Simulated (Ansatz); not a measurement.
# C3H6B2: a ladder of functionals and wavefunction methods

How much do the methods differ for C3H6B2? The plan is to run it at one geometry with functionals of several rungs and with coupled cluster. The yardstick is the atomisation energy at the CCSD(T) limit.

Computed with Ansatz 0.2.0, Gaussian basis. Level: functionals in def2-TZVPP, the program's frozen cores in correlated methods.

Plan: LDA (SPW92), PBE-D4, revPBE-D4, BLYP-D4, r2SCAN-D4, B97M-V, PBE0-D4, B3LYP-D4, r2SCANh-D4, r2SCAN0-D4, HSE06-D4, BHLYP-D4, CAM-B3LYP-D4, LC-ωPBE, ωB97X-V, ωB97M-V, B2PLYP, PBE-QIDH; CCSD(T)/def2-SVP; CCSD(T)/def2-TZVPP; MP2/def2-QZVPP; extrapolation to the limit; RPA on PBE.

**1. Structure used throughout**

An earlier PBE0-D4 in a triple-zeta def2 set relaxation fixed the geometry.

SMILES `C#CBBC`, 11 atoms, charge 0, spin multiplicity 1.

Atoms are counted from 1 here; the program's logs count them from 0.

Bond lengths: C1–C2 1.210 Å, C1–H6 1.066 Å, C2–B3 1.504 Å, B3–B4 1.657 Å, B3–H7 1.202 Å, B4–C5 1.561 Å, B4–H8 1.207 Å, C5–H9 1.101 Å, C5–H10 1.094 Å, C5–H11 1.091 Å. Angles: C2–C1–H6 179.3°, C1–C2–B3 177.9°, C2–B3–B4 121.8°, C2–B3–H7 117.7°, B4–B3–H7 120.5°, B3–B4–C5 125.8°, B3–B4–H8 117.3°, C5–B4–H8 116.9°, B4–C5–H9 105.4°, B4–C5–H10 112.3°, B4–C5–H11 116.2°, H9–C5–H10 105.0°, H9–C5–H11 107.4°, H10–C5–H11 109.7°.

**2. LDA**

This LDA is Slater exchange with PW92 correlation.

Input file in.yaml:

```yaml
crystal:
  periodic: [false, false, false]
  atoms:
    - {symbol: C, position_ang: [-1.439248, 1.131494, 2.365872]}
    - {symbol: C, position_ang: [-0.642719, 1.112136, 1.454841]}
    - {symbol: B, position_ang: [0.322101, 1.044630, 0.302850]}
    - {symbol: B, position_ang: [0.082372, 0.021836, -0.977969]}
    - {symbol: C, position_ang: [0.655434, -1.423875, -1.110329]}
    - {symbol: H, position_ang: [-2.133653, 1.159147, 3.173683]}
    - {symbol: H, position_ang: [1.277805, 1.772843, 0.331760]}
    - {symbol: H, position_ang: [-0.540896, 0.450215, -1.918023]}
    - {symbol: H, position_ang: [1.489154, -1.344178, -1.825507]}
    - {symbol: H, position_ang: [-0.054843, -2.110550, -1.579522]}
    - {symbol: H, position_ang: [1.049793, -1.870797, -0.197055]}
basis:
  gaussian: {orbitals: def2-TZVPP}
hamiltonian: {xc: lda}
output: {orbitals: {seedname: orbitals}}
```

Command:

```sh
$ ansatz run in.yaml --threads 2 --pin off --events-out ev --progress --plain --max-ram 4352MiB
```

After this run come: PBE-D4 (GGA); revPBE-D4 (GGA); BLYP-D4 (GGA); r2SCAN-D4 (meta-GGA); B97M-V (meta-GGA); PBE0-D4 (hybrid); B3LYP-D4 (hybrid); r2SCANh-D4 (hybrid); r2SCAN0-D4 (hybrid); HSE06-D4 (hybrid); BHLYP-D4 (hybrid); CAM-B3LYP-D4 (range-separated); LC-ωPBE (range-separated); ωB97X-V (range-separated); ωB97M-V (range-separated); B2PLYP (double hybrid); PBE-QIDH (double hybrid); CCSD(T) in def2-SVP; CCSD(T) in def2-TZVPP; MP2 in def2-QZVPP; RPA on PBE orbitals.

**Question.** What will the summary of the whole plan be? Wanted: atomisation energy, CCSD(T)/CBS; farthest beyond LDA; mean size of error, GGA; mean size of error, meta-GGA; mean size of error, hybrid; mean size of error, range-separated; mean size of error, double hybrid; gap, smallest and largest; T1 diagnostic.

**Answer**, as computed:

| quantity | value |
| --- | --- |
| atomisation energy, CCSD(T)/CBS | 1056.0 kcal/mol |
| functionals within 5.3 kcal/mol (0.5 %) | r2SCAN0-D4, B2PLYP |
| farthest beyond LDA | PBE-D4 (+34.4 kcal/mol) |
| mean size of error, GGA | 17.8 kcal/mol |
| mean size of error, meta-GGA | 16.0 kcal/mol |
| mean size of error, hybrid | 12.5 kcal/mol |
| mean size of error, range-separated | 9.4 kcal/mol |
| mean size of error, double hybrid | 5.2 kcal/mol |
| gap, smallest and largest | 3.06 eV (LDA (SPW92)), 10.30 eV (LC-ωPBE) |
| T1 diagnostic | 0.0135 |
| triples share of the correlation energy | 4.4 % |

LDA overbinds by 148.9 kcal/mol (14 %). PBE-D4 misses by +34.4 kcal/mol. Double hybrids carry the basis error of their MP2 part in triple zeta, and no dispersion term here, so their miss is partly the set-up's. Taken by rung, double hybrid functionals do best (5.2 kcal/mol on average) and GGA ones worst beyond LDA (17.8 kcal/mol). Misses under about 5.3 kcal/mol are within the doubt on the reference itself, which lacks core-valence correlation, relativity and higher excitations. Hartree-Fock recovers 77 % of the binding; the rest is correlation. CCSD(T) in def2-SVP is off by -37.4 kcal/mol, so the small basis spoils what the method gains. Orbital gaps span 3.1 to 10.3 eV; exact exchange widens them.
